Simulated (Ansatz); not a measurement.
# AlAs: the cost of one run

Computed with Ansatz 0.2.0, Gaussian basis. Level: aug-cc-pVTZ, core rule «outside noble gas», up to 19 orbitals frozen.

To be run: UHF; CCSD(T) on ROHF; CCSD(T) on UHF; BCCD(T) on ROHF; CCSDT(Q) on ROHF; CCSDT(Q) on UHF.

12 further runs of the same task are left out: 7 for a known fault of the program, 5 set aside as unsound or not needed. Runs told in other sessions of the task aren't counted.

### 1 What is computed

The geometry is a PBE0/def2-TZVPD stationary point (not a proven minimum) of the parent state, kept for this charge and spin. No spin-orbit coupling is included. The filled d shell of As may be among the frozen orbitals whatever the setting's name suggests.

2 atoms, charge 0, spin multiplicity 3.

Atoms are counted from 1 here; the program's logs count them from 0.

Bond lengths: Al1–As2 2.421 Å.

### 2 UHF

File in.yaml:

```yaml
crystal:
  periodic: [false, false, false]
  atoms:
    - {symbol: Al, position_ang: [0.000000, 0.000000, 0.000000]}
    - {symbol: As, position_ang: [0.000000, 0.000000, 2.421000]}
basis:
  gaussian: {orbitals: aug-cc-pVTZ}
magnetization: {spin_polarized: true, initial_magnetization: 2}
hamiltonian: {xc: hf}
output: {orbitals: {seedname: orbitals}}
```

The run is started by

```console
> ansatz run in.yaml --threads 1 --pin off --events-out ev --progress --plain --max-ram 4096MiB --backend cpu
```

**Question.** How long does this run take on 1 thread of AMD EPYC 7R13, shared host, and how much memory does it need?

About 19 s, with a peak of 0.34 GiB.
